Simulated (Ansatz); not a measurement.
# C2H8AlB: a ladder of functionals and wavefunction methods

An exercise on one series of results from a longer session: the logs are not shown, and one member is left open.

Method: functionals in def2-TZVPP, the program's frozen cores in correlated methods; program: Ansatz 0.2.0, Gaussian basis.

Levels to be run: LDA (SPW92), PBE-D4, revPBE-D4, BLYP-D4, r2SCAN-D4, B97M-V, PBE0-D4, B3LYP-D4, r2SCANh-D4, r2SCAN0-D4, HSE06-D4, BHLYP-D4, CAM-B3LYP-D4, LC-ωPBE, ωB97X-V, ωB97M-V, B2PLYP, PBE-QIDH; CCSD(T)/def2-SVP; CCSD(T)/def2-TZVPP; MP2/def2-QZVPP; extrapolation to the limit; RPA on PBE.

### Structure used throughout

The geometry comes from an earlier relaxation with PBE0-D4 in a triple-zeta def2 set; it is a stationary point, not always the lowest conformer.

SMILES `[BH2][Al]([CH3])[CH3]`, 12 atoms, charge 0, spin multiplicity 1.

Atoms are counted from 1 here; the program's logs count them from 0.

Bond lengths: B1–Al2 2.124 Å, B1–H5 1.202 Å, B1–H6 1.202 Å, Al2–C3 1.964 Å, Al2–C4 1.964 Å, C3–H7 1.097 Å, C3–H8 1.095 Å, C3–H9 1.093 Å, C4–H10 1.094 Å, C4–H11 1.097 Å, C4–H12 1.093 Å. Angles: Al2–B1–H5 123.3°, Al2–B1–H6 123.3°, H5–B1–H6 113.4°, B1–Al2–C3 121.0°, B1–Al2–C4 120.7°, C3–Al2–C4 118.3°, Al2–C3–H7 109.6°, Al2–C3–H8 111.2°, Al2–C3–H9 114.1°, H7–C3–H8 106.3°, H7–C3–H9 107.2°, H8–C3–H9 108.1°, Al2–C4–H10 111.9°, Al2–C4–H11 109.5°, Al2–C4–H12 113.6°, H10–C4–H11 106.6°, H10–C4–H12 108.2°, H11–C4–H12 106.7°.

The first run:

in.yaml reads:

```yaml
crystal:
  periodic: [false, false, false]
  atoms:
    - {symbol: B, position_ang: [-1.088377, 1.962229, -0.243846]}
    - {symbol: Al, position_ang: [-0.066714, 0.114670, -0.010430]}
    - {symbol: C, position_ang: [0.020051, -0.780306, 1.735470]}
    - {symbol: C, position_ang: [0.826153, -0.737951, -1.537814]}
    - {symbol: H, position_ang: [-2.258474, 2.041049, -0.508724]}
    - {symbol: H, position_ang: [-0.553678, 3.032249, -0.122748]}
    - {symbol: H, position_ang: [-0.655248, -1.644852, 1.739459]}
    - {symbol: H, position_ang: [1.023824, -1.172633, 1.929585]}
    - {symbol: H, position_ang: [-0.264628, -0.144598, 2.577164]}
    - {symbol: H, position_ang: [0.822531, -1.828976, -1.454624]}
    - {symbol: H, position_ang: [1.878525, -0.428785, -1.565293]}
    - {symbol: H, position_ang: [0.393135, -0.467395, -2.504199]}
basis:
  gaussian: {orbitals: def2-TZVPP}
hamiltonian: {xc: lda}
output: {orbitals: {seedname: orbitals}}
```

Launch:

```sh
$ ansatz run in.yaml --threads 2 --pin off --events-out ev --progress --plain --max-ram 4352MiB
```

Steps of the session up to this table: LDA; PBE-D4 (GGA); revPBE-D4 (GGA); BLYP-D4 (GGA); r2SCAN-D4 (meta-GGA); B97M-V (meta-GGA); B3LYP-D4 (hybrid); r2SCANh-D4 (hybrid); r2SCAN0-D4 (hybrid); HSE06-D4 (hybrid); BHLYP-D4 (hybrid); CAM-B3LYP-D4 (range-separated); LC-ωPBE (range-separated); ωB97X-V (range-separated); ωB97M-V (range-separated); B2PLYP (double hybrid); PBE-QIDH (double hybrid).

One table of the session follows, with a row left open; its other results are not shown here.

It belongs to the step «Orbital energies across the functionals». 

```
  functional  HOMO (eV)  LUMO (eV)  gap (eV)
 LDA (SPW92)      -5.89      -3.34      2.55
      PBE-D4      -5.81      -3.06      2.74
   revPBE-D4      -5.77      -2.94      2.82
     BLYP-D4      -5.70      -2.88      2.82
   r2SCAN-D4      -6.04      -2.71      3.33
      B97M-V      -6.07      -2.87      3.20
     PBE0-D4          ?          ?         ?
    B3LYP-D4      -6.79      -2.26      4.53
  r2SCANh-D4      -6.47      -2.37      4.10
  r2SCAN0-D4      -7.13      -1.86      5.26
    HSE06-D4      -6.58      -2.45      4.13
    BHLYP-D4      -8.08      -1.01      7.07
CAM-B3LYP-D4      -8.33      -0.95      7.39
     LC-ωPBE      -9.68       0.25      9.93
     ωB97X-V      -9.32       0.13      9.45
     ωB97M-V      -9.13      -0.15      8.98
```

**Question.** Estimate the row for PBE0-D4.

As computed: HOMO (eV): -6.98; LUMO (eV): -2.06; gap (eV): 4.92. In the column «HOMO (eV)» it lies between r2SCAN0-D4 (-7.13) and B3LYP-D4 (-6.79).
